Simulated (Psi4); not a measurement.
**InH3 (SMILES [InH3]): HF/STO-3G**

Aim: the vertical ionisation energy of InH3 at HF/STO-3G, from 2 runs. The job is set up through a QCSchema input.

The results are computed with Psi4 1.11.

2 further runs of the same task are left out: 2 set aside as unsound or not needed.

### 1 Starting point

InH3: 4 atoms, total charge 0, spin state singlet. As SMILES, `[InH3]`. The shape is that of a PBE0-D4/def2-TZVP optimisation.

Bond lengths: In1–H2 1.724 Å, In1–H3 1.724 Å, In1–H4 1.724 Å. Angles: H2–In1–H3 120.0°, H2–In1–H4 120.0°, H3–In1–H4 120.0°.

### 2 A single-point energy at HF/STO-3G

Input file job.json:

```json
{
 "schema_name": "qcschema_input",
 "schema_version": 1,
 "molecule": {
  "schema_name": "qcschema_molecule",
  "schema_version": 2,
  "symbols": ["In", "H", "H", "H"],
  "geometry": [0.02626719, -0.02853486, -0.0096376, 0.7851812, 2.8648248, 1.28161226, -2.07038394, -0.20276761, -2.4970841, 1.36400432, -2.74766179, 1.18674801],
  "molecular_charge": 0,
  "molecular_multiplicity": 1,
  "fix_symmetry": "c1",
  "fix_com": true,
  "fix_orientation": true
 },
 "driver": "energy",
 "model": {
  "method": "hf",
  "basis": "STO-3G"
 },
 "keywords": {
  "puream": true,
  "e_convergence": 1e-09,
  "d_convergence": 1e-08,
  "scf_type": "pk"
 }
}
```

Launch:

```bash
$ psi4 --qcschema job.json -n 1 --memory 1600MB
```

stdout, cut to the lines that bear on the results:

```text
[...]
  Running in c1 symmetry.
[...]
  Nuclear repulsion =   45.651809759786389
[...]
  Multiplicity = 1
[...]
  Nalpha       = 26
  Nbeta        = 26
[...]
    Number of basis functions: 30
[...]
   @RHF iter   1: -5684.39777925806629   -3.15466e+00   1.51672e-02 DIIS/ADIIS
[...]
   @RHF iter   8: -5684.58202407986300   -3.63798e-12   1.68913e-09 DIIS
[...]
    Orbital Energies [Eh]
    ---------------------
    Doubly Occupied:
       1A   -986.855050     2A   -145.991783     3A   -138.003793
       4A   -138.002093     5A   -138.002093     6A    -27.678815
       7A    -24.698886     8A    -24.693489     9A    -24.693489
      10A    -16.564469    11A    -16.563993    12A    -16.563993
      13A    -16.558099    14A    -16.558099    15A     -4.217291
      16A     -3.040783    17A     -3.025267    18A     -3.025266
      19A     -0.543818    20A     -0.532423    21A     -0.532419
      22A     -0.530487    23A     -0.530486    24A     -0.437534
      25A     -0.314976    26A     -0.314973
[...]
  @RHF Final Energy: -5684.58202407986300
   => Energetics <=
    Nuclear Repulsion Energy =             45.6518097597863886
    One-Electron Energy =               -7963.5199356634784635
    Two-Electron Energy =                2233.2861018238295401
    Total Energy =                      -5684.5820240798620944
[...]
 Multipole Moments:
 ------------------------------------------------------------------------------------
     Multipole            Electronic (a.u.)      Nuclear  (a.u.)        Total (a.u.)
 ------------------------------------------------------------------------------------
 L = 1.  Multiply by 2.5417464519 to convert [e a0] to [Debye]
 Dipole X            :         -1.3658737            1.3658939            0.0000202
 Dipole Y            :          1.4838216           -1.4838127            0.0000088
 Dipole Z            :          0.5009182           -0.5009662           -0.0000480
 Magnitude           :                                                    0.0000528
[...]
```

The result, in JSON:

```text
{
 "driver": "energy",
 "model": {
  "method": "hf",
  "basis": "STO-3G"
 },
 "success": true,
 "return_result": -5684.582024079863,
 "properties": {
  "calcinfo_nbasis": 30,
  "calcinfo_nmo": 30,
  "calcinfo_nalpha": 26,
  "calcinfo_nbeta": 26,
  "calcinfo_natom": 4,
  "nuclear_repulsion_energy": 45.65180975978639,
  "return_energy": -5684.582024079863,
  "scf_one_electron_energy": -7963.5199356634785,
  "scf_two_electron_energy": 2233.2861018238295,
  "scf_dipole_moment": [2.0231043336593757e-05, 8.839553563788627e-06, -4.801117684305467e-05],
  "scf_total_energy": -5684.582024079863,
  "scf_iterations": 8
 }
}
```

Wall time 3.9 s (1 thread of AMD EPYC 7R43 (Zen 3), shared host); peak memory 0.18 GiB.

### 3 The doublet cation: energy and forces at UHF/STO-3G

Input file job.json:

```json
{
 "schema_name": "qcschema_input",
 "schema_version": 1,
 "molecule": {
  "schema_name": "qcschema_molecule",
  "schema_version": 2,
  "symbols": ["In", "H", "H", "H"],
  "geometry": [0.02626719, -0.02853486, -0.0096376, 0.7851812, 2.8648248, 1.28161226, -2.07038394, -0.20276761, -2.4970841, 1.36400432, -2.74766179, 1.18674801],
  "molecular_charge": 1,
  "molecular_multiplicity": 2,
  "fix_symmetry": "c1"
 },
 "driver": "gradient",
 "model": {
  "method": "hf",
  "basis": "STO-3G"
 },
 "keywords": {
  "reference": "uhf",
  "puream": true,
  "e_convergence": 1e-09,
  "d_convergence": 1e-08,
  "scf_type": "pk",
  "maxiter": 200,
  "scf_properties": ["LOWDIN_CHARGES", "DIPOLE", "MULLIKEN_CHARGES"]
 }
}
```

Launch:

```bash
$ psi4 --qcschema job.json -n 1 --memory 1600MB
```

stdout, cut to the lines that bear on the results:

```text
[...]
  Running in c1 symmetry.
[...]
  Nuclear repulsion =   45.651809759786389
[...]
  Multiplicity = 2
[...]
  Nalpha       = 26
  Nbeta        = 25
[...]
    Number of basis functions: 30
[...]
   @UHF iter   1: -5684.10327459208020   -2.86016e+00   1.47148e-02 DIIS/ADIIS
[...]
   @UHF iter  19: -5684.29014984991591    0.00000e+00   5.82775e-09 DIIS
[...]
   @S^2 Observed:                8.398014711E-01
[...]
  @UHF Final Energy: -5684.29014984991591
   => Energetics <=
    Nuclear Repulsion Energy =             45.6518097597863886
    One-Electron Energy =               -7945.1381126612077423
    Two-Electron Energy =                2215.1961530515054619
    Total Energy =                      -5684.2901498499159061
  UHF NO Occupations:
  HONO-2 :   24  A 1.9984761
  HONO-1 :   25  A 1.9565031
[...]
 Multipole Moments:
 ------------------------------------------------------------------------------------
     Multipole            Electronic (a.u.)      Nuclear  (a.u.)        Total (a.u.)
 ------------------------------------------------------------------------------------
 L = 1.  Multiply by 2.5417464519 to convert [e a0] to [Debye]
 Dipole X            :          0.4121405            0.0000000            0.4121405
 Dipole Y            :          0.0344460           -0.0000000            0.0344460
 Dipole Z            :          0.4888551            0.0001050            0.4889601
 Magnitude           :                                                    0.6404126
[...]
  Mulliken Charges: (a.u.)
   Center  Symbol    Alpha    Beta     Spin     Total
       1    IN    23.98794 23.99671 -0.00877  1.01536
       2     H     0.74671  0.21101  0.53570  0.04228
       3     H     0.51868  0.58121 -0.06253 -0.09989
[...]
  -Total Gradient:
     Atom            X                  Y                   Z
    ------   -----------------  -----------------  -----------------
       1        0.037236796462     0.003105584875     0.044177511649
       2       -0.010099296726     0.014680282322    -0.009838664843
       3       -0.020212470485    -0.001683721463    -0.023979458017
       4       -0.006925029252    -0.016102145734    -0.010359388789
[...]
```

The result, in JSON:

```text
{
 "driver": "gradient",
 "model": {
  "method": "hf",
  "basis": "STO-3G"
 },
 "success": true,
 "return_result": [0.03723679646247256, 0.003105584875360317, 0.04417751164934666, -0.010099296725764557, 0.014680282321777927, -0.009838664843361725, -0.020212470484732015, -0.001683721463131338, -0.02397945801739293, -0.006925029251971242, -0.016102145734019746, -0.010359388788605171],
 "properties": {
  "calcinfo_nbasis": 30,
  "calcinfo_nmo": 30,
  "calcinfo_nalpha": 26,
  "calcinfo_nbeta": 25,
  "calcinfo_natom": 4,
  "nuclear_repulsion_energy": 45.65180975978639,
  "return_energy": -5684.290149849916,
  "return_gradient": [0.03723679646247256, 0.003105584875360317, 0.04417751164934666, -0.010099296725764557, 0.014680282321777927, -0.009838664843361725, -0.020212470484732015, -0.001683721463131338, -0.02397945801739293, -0.006925029251971242, -0.016102145734019746, -0.010359388788605171],
  "scf_one_electron_energy": -7945.138112661208,
  "scf_two_electron_energy": 2215.1961530515055,
  "scf_dipole_moment": [0.4121404627653473, 0.03444601568155145, 0.4889601029765932],
  "scf_total_energy": -5684.290149849916,
  "scf_total_gradient": [0.03723679646247256, 0.003105584875360317, 0.04417751164934666, -0.010099296725764557, 0.014680282321777927, -0.009838664843361725, -0.020212470484732015, -0.001683721463131338, -0.02397945801739293, -0.006925029251971242, -0.016102145734019746, -0.010359388788605171],
  "scf_iterations": 19
 }
}
```

It took 4.2 s on 1 thread of AMD EPYC 7R43 (Zen 3), shared host; peak memory 0.18 GiB.

### 4 Results

At HF/STO-3G:

```
                                          quantity           value
                        singlet InH3: total energy  -5684.58202 Eh
                       singlet InH3: dipole moment          0.00 D
                         singlet InH3: HOMO energy        -8.57 eV
                         singlet InH3: LUMO energy         5.81 eV
                       singlet InH3: HOMO–LUMO gap        14.38 eV
                      doublet cation: total energy  -5684.29015 Eh
doublet cation: HOMO energy (highest over α and β)       -15.16 eV
 doublet cation: LUMO energy (lowest over α and β)        -7.38 eV
                              doublet cation: ⟨S²⟩           0.840
          doublet cation: largest force on an atom      2.975 eV/Å
vertical ionisation energy (to the doublet cation)        7.942 eV
```

**Reading.** Removing an electron at fixed nuclei costs 7.94 eV (766 kJ/mol). The negative HOMO energy of the first species, 8.57 eV, lies 0.63 eV above that difference. In a minimal basis such a difference can be off by several eV, whatever the method. Relativity is left out (singlet InH3) although the molecule holds a heavy atom. Mulliken charges (doublet cation) run from -0.10 on H3 to +1.02 on In1; they depend strongly on the basis. Relativity is left out (doublet cation) although the molecule holds a heavy atom.
